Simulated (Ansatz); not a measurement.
# GeH₂S + HBr: a complex and its separated parts

Aim: how far the complex at one end of a reaction step lies below its separated, relaxed parts, level by level.

Method: PBE0-D4/def2-TZVP structures, single points in def2-TZVPP, no counterpoise correction; program: Ansatz 0.2.0, Gaussian basis.

Levels: SPW92, PBE-D4, BLYP-D4, r2SCAN-D4, B97M-V, PBE0-D4, B3LYP-D4, r2SCAN0-D4, BHLYP-D4, CAM-B3LYP-D4, wB97X-V, wB97M-V, B2PLYP, PBE-QIDH, RPA on PBE, Hartree-Fock, MP2, CCSD, CCSD(T).

Cores are frozen in the correlated methods. Filled d shells of the heavier atoms are correlated. B3LYP uses VWN-RPA correlation. B2PLYP carries no dispersion term here.

56 further runs of the same task are left out: 56 set aside as unsound or not needed.

## (1) The system as given

The complex: 6 atoms, charge 0, spin multiplicity 1.

Atoms are counted from 1 here; the program's logs count them from 0.

Bond lengths: Ge1–S3 2.033 Å, Ge1–H5 1.540 Å, Ge1–H6 1.540 Å, Br2–H4 1.426 Å. Angles: S3–Ge1–H5 124.4°, S3–Ge1–H6 124.4°, H5–Ge1–H6 110.8°.

As a file:

| atom | x (Å) | y (Å) | z (Å) |
| --- | --- | --- | --- |
| Ge1 | -0.06564 | 0.68090 | 0.70756 |
| Br2 | -0.73454 | -1.44562 | -1.49048 |
| S3 | 1.96173 | 0.59155 | 0.58739 |
| H4 | 0.69037 | -1.39063 | -1.45252 |
| H5 | -0.93786 | 1.69460 | -0.05532 |
| H6 | -0.91406 | -0.13080 | 1.70338 |

Its parts: GeH₂S holds atoms 1, 3, 5, 6; HBr holds atoms 2, 4. Each part counts its atoms afresh in its own runs.

## (2) Relaxing GeH₂S alone

relax-a/in.yaml reads:

```yaml
crystal:
  periodic: [false, false, false]
  atoms:
    - {symbol: Ge, position_ang: [-0.065636, 0.680900, 0.707555]}
    - {symbol: S, position_ang: [1.961728, 0.591549, 0.587389]}
    - {symbol: H, position_ang: [-0.937856, 1.694603, -0.055322]}
    - {symbol: H, position_ang: [-0.914064, -0.130796, 1.703376]}
basis:
  gaussian: {orbitals: def2-TZVP}
hamiltonian: {xc: pbe0, dispersion: d4}
relax: {f_tol: 0.005, max_steps: 200}
```

The run is started by

```sh
$ ansatz run in.yaml --threads 4 --pin off --events-out ev --progress --plain --max-ram 9574MiB
```

The runs that follow: Relaxing HBr alone; SPW92/def2-TZVPP; PBE-D4/def2-TZVPP; BLYP-D4/def2-TZVPP; r2SCAN-D4/def2-TZVPP; B97M-V/def2-TZVPP; PBE0-D4/def2-TZVPP; B3LYP-D4/def2-TZVPP; r2SCAN0-D4/def2-TZVPP; BHLYP-D4/def2-TZVPP; CAM-B3LYP-D4/def2-TZVPP; wB97X-V/def2-TZVPP; wB97M-V/def2-TZVPP; B2PLYP/def2-TZVPP; PBE-QIDH/def2-TZVPP; RPA on PBE/def2-TZVPP; CCSD(T)/def2-TZVPP; Vibrations of GeH₂S; Vibrations of HBr.

What does the calculation give? Wanted: complex less parts, CCSD(T)/def2-TZVPP; with zero-point energy; largest T1 diagnostic.

As calculated:

| quantity | value |
| --- | --- |
| complex less parts, CCSD(T)/def2-TZVPP | -12.2 kJ/mol |
| with zero-point energy | -7.4 kJ/mol |
| largest T1 diagnostic | 0.017 |

In words: At CCSD(T) the complex lies 12.2 kJ/mol below its parts. Among the functionals B2PLYP lands nearest to CCSD(T) (+2.9 kJ/mol) and SPW92 farthest (-20.2 kJ/mol). By rung, the mean size of the error is: LDA 20.2, GGA 7.2, meta-GGA 6.1, hybrid 7.1, range-separated hybrid 5.6, double hybrid 3.9 kJ/mol. PBE-D4 gives a relative energy 9.8 kJ/mol too low, an error of 81 % of the reference. No counterpoise was applied, and triple zeta lacks some correlation, so the CCSD(T) reference has a basis error of its own, and close matches with it are partly luck.
